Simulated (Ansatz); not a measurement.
**WHO (octet): wave-function methods side by side, def2-TZVPP**

One table from this session's results is given with a row withheld; the runs are named, their logs left out.

The runs use Ansatz 0.2.0, Gaussian basis; def2-TZVPP, core rule «outside noble gas», up to 5 orbitals frozen.

Plan: UHF; ROHF; CCSD(T) on UHF.

3 further runs of the same task are left out: 1 for a known fault of the program, 2 set aside as unsound or not needed.

## The geometry

The geometry is a PBE0/def2-TZVP stationary point (not a proven minimum) of the parent state, kept for this charge and spin. No spin-orbit coupling is included. Elements past krypton take def2 core potentials.

3 atoms, charge 0, spin multiplicity 8.

Atoms are counted from 1 here; the program's logs count them from 0.

Bond lengths: W1–O2 1.921 Å, O2–H3 0.962 Å. Angles: W1–O2–H3 119.2°.

Set-up of the first run:

File in.yaml:

```yaml
crystal:
  periodic: [false, false, false]
  atoms:
    - {symbol: W, position_ang: [0.000000, 0.005553, 0.165001]}
    - {symbol: O, position_ang: [0.000000, -0.108057, -1.752846]}
    - {symbol: H, position_ang: [0.000000, 0.702391, -2.271247]}
basis:
  gaussian: {orbitals: def2-TZVPP}
magnetization: {spin_polarized: true, initial_magnetization: 7}
hamiltonian: {xc: hf}
output: {orbitals: {seedname: orbitals}}
```

Launch:

```bash
$ ansatz run in.yaml --threads 1 --pin off --events-out ev --progress --plain --max-ram 3968MiB --backend cpu
```

Among the steps run: UHF; ROHF; CCSD(T) on UHF.

One table of the session follows, with a row left open; its other results are not shown here.

| method | from UCCSD(T) (meV) |
| --- | --- |
| ROHF | +8754.6 |
| UHF | +8489.9 |
| UMP2 | +800.1 |
| UCCSD | ? |
| UCCSD(T) | 0 |

Q: Estimate the row for UCCSD from the others.

**Answer.** from UCCSD(T) (meV): +232.3. In the column «from UCCSD(T) (meV)» it lies between UCCSD(T) (0) and UMP2 (+800.1).
